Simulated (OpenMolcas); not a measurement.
**Re²⁺ among point charges: CASSCF and CASPT2 levels and susceptibility**

Aim: the splitting of the states of Re²⁺ in the field of 6 point charges, its lowest levels with spin-orbit coupling and its magnetic susceptibility.

Method: state-averaged CASSCF and CASPT2, spin-orbit coupling by RASSI with atomic mean-field integrals. Code: OpenMolcas 26.06.

## Step 1: What is computed

```
Species                           : Re²⁺ (rhenium, Z = 75, 73 electrons)
Basis                             : ANO-RCC-VDZP [7s6p4d2f1g], 68 functions
Scalar Hamiltonian                : DKH2, point nucleus
Inactive shells                   : 1s 2s 2p 3s 3p 3d 4s 4p 4d 4f 5s 5p
Active space                      : 5 electrons in 5 orbitals (5d)
Some configurations of this space : 5d5
Orbitals                          : optimised for each spin and parity, averaged over all roots
```

The outer shells:

5d5
```
5d [↑ ][↑ ][↑ ][↑ ][↑ ]
```

The ion sits among 6 point charges of -1.7 e arranged as a tetragonal octahedron (D4h), 1.98 Å from the ion, with the axial distance 2.297 Å.

The work runs as a chain of OpenMolcas steps in one folder; each step below is one input file. Labels, J, g values, rates, χT and fits are worked out afterwards by a script from the matrices that RASSI stores. The input lists half of the charges; inversion (Group=XYZ) makes the rest.

## Step 2: GATEWAY and SEWARD: basis and integrals

a.inp

```
&GATEWAY
Coord
1

Re 0.0 0.0 0.0
Basis=ANO-RCC-VDZP
Group=XYZ
NoMove
AngMom=0.0 0.0 0.0
AMFI
XField
3 Angstrom 0
1.980000 0.000000 0.000000 -1.700000
0.000000 1.980000 0.000000 -1.700000
0.000000 0.000000 2.296800 -1.700000
&SEWARD
```

On the command line:

```bash
> OMP_NUM_THREADS=1 MOLCAS_MEM=1689 MOLCAS_PROJECT=a pymolcas a.inp > a.log
```

## Step 3: CASSCF: sextets of even parity, 1 root

a.inp

```
&RASSCF
FileOrb=start.orb
Symmetry=1
Spin=6
nActEl=5 0 0
Inactive=15 19
Ras2=5 0
CIRoot=1 1 1
SDav=1
CIMx=300
Iter=120 100
PrWF=0.3
OrbListing=Nothing
MaxOrb=0
>>> COPY $Project.JobIph JOB001
```

start.orb holds the contracted functions of the basis, ordered by shell, or the orbitals of the step before.

## Step 4: Reference wave functions, quartets of even parity, 24 roots

a.inp

```
&RASSCF
FileOrb=start.orb
Symmetry=1
Spin=4
nActEl=5 0 0
Inactive=15 19
Ras2=5 0
CIRoot=24 24 1
SDav=24
CIMx=300
Iter=120 100
PrWF=0.3
OrbListing=Nothing
MaxOrb=0
>>> COPY $Project.JobIph JOB002
```

## Step 5: CASSCF: doublets of even parity, 75 roots

a.inp

```
&RASSCF
FileOrb=start.orb
Symmetry=1
Spin=2
nActEl=5 0 0
Inactive=15 19
Ras2=5 0
CIRoot=75 75 1
SDav=75
CIMx=300
Iter=120 100
PrWF=0.3
OrbListing=Nothing
MaxOrb=0
>>> COPY $Project.JobIph JOB003
```

## Step 6: RASSI: spin-orbit coupling between the states

a.inp

```
&RASSI
NrOfJobIphs=3 1 24 75
1
1 2 3 4 5 6 7 8 9 10 11 12 13 14 15 16 17 18 19 20 21 22 23 24
1 2 3 4 5 6 7 8 9 10 11 12 13 14 15 16 17 18 19 20 21 22 23 24 25 26 27
28 29 30 31 32 33 34 35 36 37 38 39 40 41 42 43 44 45 46 47 48 49 50 51
52 53 54 55 56 57 58 59 60 61 62 63 64 65 66 67 68 69 70 71 72 73 74 75
IphNames
JOB001
JOB002
JOB003
EJob
SpinOrbit
DIPRint=1.0
SOCoupling=1000.0
Subsets=2
Property=9
'ANGMOM' 1 'ANGMOM' 2 'ANGMOM' 3 'MLTPL  1' 1 'MLTPL  1' 2 'MLTPL  1' 3
'AMFI' 1 'AMFI' 2 'AMFI' 3
SOProperty=3
'ANGMOM' 1 'ANGMOM' 2 'ANGMOM' 3
```

## Step 7: CASPT2: IPEA 0.25, imaginary shift 0.1 (closed shells correlated: 5s 5p)

a.inp

```
>>> COPY JOB001 $Project.JobIph
&CASPT2
Multistate=1 1
Frozen=14 16
IPEA=0.25
Imaginary=0.1
MaxIter=60
WThr=0.0 0.3 0.05
PrWF=0.5
NoMix
>>> COPY JOB002 $Project.JobIph
&CASPT2
Multistate=24 1 2 3 4 5 6 7 8 9 10 11 12 13 14 15 16 17 18 19 20 21 22
23 24
NoMult
Frozen=14 16
IPEA=0.25
Imaginary=0.1
MaxIter=60
WThr=0.0 0.3 0.05
PrWF=0.5
NoMix
>>> COPY JOB003 $Project.JobIph
&CASPT2
Multistate=75 1 2 3 4 5 6 7 8 9 10 11 12 13 14 15 16 17 18 19 20 21 22
23 24 25 26 27 28 29 30 31 32 33 34 35 36 37 38 39 40 41 42 43 44 45 46
47 48 49 50 51 52 53 54 55 56 57 58 59 60 61 62 63 64 65 66 67 68 69 70
71 72 73 74 75
NoMult
Frozen=14 16
IPEA=0.25
Imaginary=0.1
MaxIter=60
WThr=0.0 0.3 0.05
PrWF=0.5
NoMix
```

(Steps that only read results are left out.)

Q: Predict the outcome of this session. Wanted: spin-free ground state; lowest level; next level.

The runs gave:

```
                 quantity                                                                        value
                   method  SS-CASPT2, IPEA 0.25, imaginary shift 0.1 (closed shells correlated: 5s 5p)
   spin-free ground state                                              6A1, 1-fold in its orbital part
             lowest level                                            2-fold E1/2, g = 1.88, 5.27, 5.27
               next level                                                                   440.1 cm⁻¹
              χT at 300 K                                                               2.82 cm³ K/mol
effective moment at 300 K                                                                      4.75 μB
```

Cost by method:

| method | time of its own steps | time with the reference |
| --- | --- | --- |
| A. CASSCF | 42 s | 42 s |
| B. SS-CASPT2, IPEA 0.25, imaginary shift 0.1, +5s 5p | 18 s | 60 s |

Times are of one thread on a shared host.

The spin-free ground state (6A1) comes to 100 % from free-ion S terms and keeps the highest spin of the shell. χT at 300 K is 2.82, against 4.39 cm³ K/mol for the spin alone, so spin-orbit coupling lowers it. An active space of the d shell alone favours high spin; real ions in strong fields can be low spin. The field of point charges can differ much from that of real complexes. With metal d orbitals alone active, the gaps between spin states are rough; where two lie within a few thousand cm-1, their order is open. Point charges carry no covalency, so the field is a model and not that of real ligands.
